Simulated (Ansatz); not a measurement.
# CH4AlBO: a ladder of functionals and wavefunction methods

How much do the methods differ for CH4AlBO? The plan is to run it at one geometry with functionals of several rungs and with coupled cluster, and see how far each lands from CCSD(T) at the basis-set limit for the atomisation energy.

The runs use Ansatz 0.2.0, Gaussian basis; functionals in def2-TZVPP, the program's frozen cores in correlated methods.

Levels to be run: LDA (SPW92), PBE-D4, revPBE-D4, BLYP-D4, r2SCAN-D4, B97M-V, PBE0-D4, B3LYP-D4, r2SCANh-D4, r2SCAN0-D4, HSE06-D4, BHLYP-D4, CAM-B3LYP-D4, LC-ωPBE, ωB97X-V, ωB97M-V, B2PLYP, PBE-QIDH; CCSD(T)/def2-SVP; CCSD(T)/def2-TZVPP; MP2/def2-QZVPP; extrapolation to the limit; RPA on PBE.

1 further run of the same task is left out (it didn't finish).

### 1 The relaxed structure

The geometry comes from an earlier relaxation with PBE0-D4 in a triple-zeta def2 set; it is a stationary point, not always the lowest conformer.

8 atoms, charge 0, spin multiplicity 1.

Atoms are counted from 1 here; the program's logs count them from 0.

Bond lengths: B1–C2 1.472 Å, B1–Al4 2.123 Å, B1–H5 1.209 Å, B1–H6 1.201 Å, C2–O3 1.138 Å, Al4–H7 1.592 Å, Al4–H8 1.588 Å. Angles: C2–B1–Al4 103.7°, C2–B1–H5 109.7°, C2–B1–H6 111.9°, Al4–B1–H5 100.4°, Al4–B1–H6 111.3°, H5–B1–H6 118.4°, B1–C2–O3 176.4°, B1–Al4–H7 123.2°, B1–Al4–H8 117.5°, H7–Al4–H8 119.1°.

### 2 LDA

This LDA is Slater exchange with PW92 correlation.

Input file in.yaml:

```yaml
crystal:
  periodic: [false, false, false]
  atoms:
    - {symbol: B, position_ang: [-0.047022, 0.832443, 0.245142]}
    - {symbol: C, position_ang: [1.392550, 0.750148, -0.049890]}
    - {symbol: O, position_ang: [2.498301, 0.614904, -0.282960]}
    - {symbol: Al, position_ang: [-0.748797, -1.136551, -0.127916]}
    - {symbol: H, position_ang: [-0.610450, 1.436451, -0.637961]}
    - {symbol: H, position_ang: [-0.253297, 1.160420, 1.382073]}
    - {symbol: H, position_ang: [0.043157, -2.190448, -1.019688]}
    - {symbol: H, position_ang: [-2.182242, -1.524669, 0.435599]}
basis:
  gaussian: {orbitals: def2-TZVPP}
hamiltonian: {xc: lda}
output: {orbitals: {seedname: orbitals}}
```

Run with:

```
> ansatz run in.yaml --threads 2 --pin off --events-out ev --progress --plain --max-ram 4352MiB
```

Further steps of the session: PBE-D4 (GGA); revPBE-D4 (GGA); BLYP-D4 (GGA); r2SCAN-D4 (meta-GGA); B97M-V (meta-GGA); PBE0-D4 (hybrid); B3LYP-D4 (hybrid); r2SCANh-D4 (hybrid); r2SCAN0-D4 (hybrid); HSE06-D4 (hybrid); BHLYP-D4 (hybrid); CAM-B3LYP-D4 (range-separated); LC-ωPBE (range-separated); ωB97X-V (range-separated); ωB97M-V (range-separated); B2PLYP (double hybrid); PBE-QIDH (double hybrid); CCSD(T) in def2-SVP; CCSD(T) in def2-TZVPP; MP2 in def2-QZVPP; RPA on PBE orbitals.

Before running them: what should the planned runs give, taken together? Wanted: atomisation energy, CCSD(T)/CBS; farthest beyond LDA; mean size of error, GGA; mean size of error, meta-GGA; mean size of error, hybrid; mean size of error, range-separated; mean size of error, double hybrid; gap, smallest and largest; T1 diagnostic.

The runs gave:

```
                               quantity                                      value
        atomisation energy, CCSD(T)/CBS                                  29.094 eV
    functionals within 0.145 eV (0.5 %)      r2SCAN0-D4, LC-ωPBE, B2PLYP, PBE-QIDH
                    farthest beyond LDA                         PBE-D4 (+1.029 eV)
                mean size of error, GGA                                   0.575 eV
           mean size of error, meta-GGA                                   0.657 eV
             mean size of error, hybrid                                   0.344 eV
    mean size of error, range-separated                                   0.234 eV
      mean size of error, double hybrid                                   0.057 eV
              gap, smallest and largest  3.83 eV (LDA (SPW92)), 10.29 eV (LC-ωPBE)
                          T1 diagnostic                                     0.0168
triples share of the correlation energy                                      4.4 %
```

What this shows: The LDA atomisation energy is off by 4.561 eV (16 %): it overbinds. PBE-D4 is off by +1.029 eV. Double hybrids carry the basis error of their MP2 part in triple zeta, and no dispersion term here, so their miss is partly the set-up's. By mean error the best rung here is double hybrid (0.057 eV) and the worst beyond LDA is meta-GGA (0.657 eV). Misses under about 0.145 eV are within the doubt on the reference itself, which lacks core-valence correlation, relativity and higher excitations. Hartree-Fock recovers 73 % of the binding; the rest is correlation. CCSD(T) in def2-SVP is off by -1.241 eV, more than most functionals: a good method in a small basis is no reference. The gap grows from 3.8 to 10.3 eV across the functionals, mostly with the share of exact exchange.
